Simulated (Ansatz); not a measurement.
# AgClF3P: shape, modes and thermochemistry

What shape does AgClF3P take? The plan is to relax it, check the end point by its vibrations and derive ideal-gas thermochemistry.

Computed with Ansatz 0.2.0, Gaussian basis. Level: RKS PBE0-D4/def2-TZVP.

The runs, in order: relaxation at PBE0-D4/def2-TZVP; harmonic vibrations at the same level.

1 further run of the same task is left out (set aside as unsound or not needed).

### 1 The system as given

SMILES `F[P+](F)(F)[Ag-][Cl]`, 6 atoms, charge 0, spin multiplicity 1.

Atoms are counted from 1 here; the program's logs count them from 0.

Bond lengths: F1–P2 1.580 Å, P2–F3 1.580 Å, P2–F4 1.581 Å, P2–Ag5 2.481 Å, Ag5–Cl6 2.225 Å. Angles: F1–P2–F3 95.3°, F1–P2–F4 95.2°, F1–P2–Ag5 121.2°, F3–P2–F4 95.2°, F3–P2–Ag5 122.6°, F4–P2–Ag5 120.7°, P2–Ag5–Cl6 179.3°.

As a file:

```mol
AgClF3P
  3D, bonds by distance, orders not assigned

  6  5  0  0  0  0  0  0  0  0999 V2000
    0.7702   -0.8980    1.7298 F   0  0
    0.4392   -0.6159    0.2104 P   0  0
    0.0659   -2.1112   -0.1369 F   0  0
    1.9365   -0.7241   -0.2843 F   0  0
   -0.9800    1.3053   -0.4599 Ag  0  0
   -2.2317    3.0439   -1.0591 Cl  0  0
  1  2  8  0
  2  3  8  0
  2  4  8  0
  2  5  8  0
  5  6  8  0
M  END
```

The start is a GFN2-xTB geometry. Ag takes the def2 core potential; no spin-orbit term is included.

### 2 Relaxation at PBE0-D4/def2-TZVP

The input, in.yaml:

```yaml
crystal:
  periodic: [false, false, false]
  atoms:
    - {symbol: F, position_ang: [0.770160, -0.897970, 1.729820]}
    - {symbol: P, position_ang: [0.439250, -0.615930, 0.210450]}
    - {symbol: F, position_ang: [0.065880, -2.111200, -0.136900]}
    - {symbol: F, position_ang: [1.936470, -0.724090, -0.284340]}
    - {symbol: Ag, position_ang: [-0.980010, 1.305310, -0.459920]}
    - {symbol: Cl, position_ang: [-2.231750, 3.043890, -1.059120]}
basis:
  gaussian: {orbitals: def2-TZVP}
hamiltonian: {xc: pbe0, dispersion: d4}
relax: {f_tol: 0.005, max_steps: 150}
```

Started as:

```
> ansatz run in.yaml --threads 4 --pin off --events-out ev --progress --plain --max-ram 10444MiB
```

After this run come: Force constants and modes.

Before running them: what should the planned runs give, taken together? Wanted: point group; shift from the start; total energy; dispersion term; dipole moment; lowest, highest wavenumber; zero-point energy.

The runs gave:

| quantity | value |
| --- | --- |
| point group | C3v |
| steps | 7 |
| shift from the start (rms) | 0.130 Å |
| total energy | -33955.8418 eV |
| dispersion term | -154 meV |
| dipole moment | 5.80 D |
| lowest, highest wavenumber | 56, 944 cm⁻¹ |
| zero-point energy | 7.2 kcal/mol |
| entropy at 298.15 K | 377.8 J/(mol K) |

**Reading.** The atoms moved 0.13 Å (rms) from the start; the bond that changed most is P2–Ag5, from 2.481 to 2.275 Å. All wavenumbers are real, so the end point is a minimum. The stiffest mode, 944 cm⁻¹, is a P–F stretch, and 5 modes under 200 cm⁻¹ make the vibrational entropy uncertain. The largest Mulliken charge, +0.87 e, sits on P2.
